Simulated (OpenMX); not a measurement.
Crystal: WS.

```
W S
1.0
     3.44485    0.00000    0.00000
     0.00000    3.44485    0.00000
     0.00000    0.00000    3.44485
W S
1 1
Cartesian
  1.7224 1.7224 1.7224
  0.0000 0.0000 0.0000
```

The cell was built by a generator and needn't be a form met in nature.

Base run:

| Property | Result |
| --- | --- |
| Program | OpenMX 3.8.5 |
| Functional | PBE |
| Dispersion | D4 |
| Potentials or basis | OpenMX 2013 PBE set, W7.0-s3p2d2f1, S7.0-s2p2d1f1, grid cutoff 400 Ry |
| k mesh | 7 × 7 × 7 |
| Occupations | fermi-dirac, width 0.05 eV |
| Spin | no spin polarisation |

Its results: band gap on the k mesh none (metal or under the smearing width); pressure -39.1 GPa.

Problem. The run is repeated on the same cell with these changes: dispersion from D4 to none. What comes out?

Solution. Band gap on the k mesh none (metal or under the smearing width); pressure -35.5 GPa.

Dispersion adds attraction, which lowers the pressure at fixed volume and, as a term added to the energy, leaves the levels alone.

Caveats: a pressure of tens of GPa on the cell as given is suspect, and the run, the potentials or the cell itself is likely at fault; the basis of atomic orbitals isn't converged, which shifts pressures, moduli and gaps; pairwise dispersion overbinds metals, which lowers pressure and volume (some runs).
